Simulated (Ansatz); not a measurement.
# NaRuS3: the cost of one run

Computed with Ansatz 0.2.0 (DFT PBE, scalar-relativistic, plane waves, PAW, unless a step's input says otherwise).

## (1) The structure to begin with

Symmetry: P4/mmm, No. 123, tetragonal system. Conventional cell: a = 4.362 Å, b = 4.362 Å, c = 4.381 Å, α = 90.00°, β = 90.00°, γ = 90.00°. Na (site symmetry 4/mmm) has 12 S at 3.08 to 3.09 Å in its first shell of neighbours. Around Ru (site symmetry 4/mmm) lie 6 S at 2.18 to 2.19 Å. S (site symmetry 4/mmm) is surrounded by 2 Ru at 2.19 Å and 4 Na at 3.08 Å. S (site symmetry mmm) has 2 Ru at 2.18 Å and 4 Na at 3.09 Å in its first shell of neighbours.

Structure file:

```cif
data_structure
_symmetry_space_group_name_H-M 'P 1'
_symmetry_Int_Tables_number 1
_cell_length_a 4.3615
_cell_length_b 4.3615
_cell_length_c 4.3814
_cell_angle_alpha 90.000
_cell_angle_beta 90.000
_cell_angle_gamma 90.000
_cell_volume 83.35
loop_
_atom_site_label
_atom_site_type_symbol
_atom_site_fract_x
_atom_site_fract_y
_atom_site_fract_z
_atom_site_occupancy
Na1 Na 0.00000 0.00000 0.00000 1
Ru1 Ru 0.50000 0.50000 0.50000 1
S1 S 0.50000 0.50000 0.00000 1
S2 S 0.50000 0.00000 0.50000 1
S3 S 0.00000 0.50000 0.50000 1
```

(A quick probe on a coarse mesh, which set the mesh and smearing, is not shown.)

## (3) Coarse relaxation

input.yaml reads:

```yaml
crystal:
  lattice:
    - [4.3615221689, 0.0, 0.0]
    - [0.0, 4.3615221689, 0.0]
    - [0.0, 0.0, 4.381368087]
  atoms:
    - { symbol: Na, position: [0.0, 0.0, 0.0] }
    - { symbol: Ru, position: [0.5, 0.5, 0.5] }
    - { symbol: S, position: [0.5, 0.5, 0.0] }
    - { symbol: S, position: [0.5, 0.0, 0.5] }
    - { symbol: S, position: [0.0, 0.5, 0.5] }
basis:
  ecutwfc: 420
kpoints:
  mp_grid: { grid: [4, 4, 4] }
hamiltonian:
  xc: pbe
scf:
  occupations: { method: gaussian, width: 0.1 }
  lower_state_search: "off"
output:
  forces: true
  stress: true
  eigenvalues: true
relax:
  adjacent_minimum: "off"
  f_tol: 0.04
  max_steps: 70
  cell: { stress_tol: 0.4 }
```

Command:

```sh
ansatz run input.yaml --threads 1 --pin off --max-ram 2560MiB --backend cpu --events-out ev --progress --plain --runs-dir out
```

Q: Estimate wall time and peak memory on 1 thread of Arm Neoverse V1, shared host.

About 14 s, with a peak of 0.37 GiB.
